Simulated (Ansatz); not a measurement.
# FeO2: the cost of one run

Computed with Ansatz 0.2.0 (the levels named in each step, unless a step's input says otherwise).

## Step 1: Starting point

Bond lengths: O1–Fe2 1.447 Å, Fe2–O3 1.447 Å. Angles: O1–Fe2–O3 180.0°.

Coordinates:

```xyz
3

O     0.0000    0.0000   -1.4475
Fe    0.0000    0.0000    0.0000
O     0.0000    0.0000    1.4474
```

## Step 2: A rough first relaxation, PBE-D4/def2-SVP

input.yaml reads:

```yaml
crystal:
  periodic: [false, false, false]
  atoms:
    - { symbol: O, position_ang: [0.0, 0.0, -1.44746] }
    - { symbol: Fe, position_ang: [0.0, 0.0, 2.0e-05] }
    - { symbol: O, position_ang: [0.0, 0.0, 1.44744] }
basis:
  gaussian: { orbitals: def2-SVP }
hamiltonian:
  xc: pbe
  dispersion: d4
relax:
  f_tol: 0.03
  max_steps: 200
```

Command:

```
> ansatz run input.yaml --threads 2 --pin off --max-ram 5120MiB --backend cpu --events-out ev --progress --plain --runs-dir out
```

Q: Estimate wall time and peak memory on 2 threads of Arm Neoverse V1, shared host.

About 9.9 s, with a peak of 0.12 GiB.
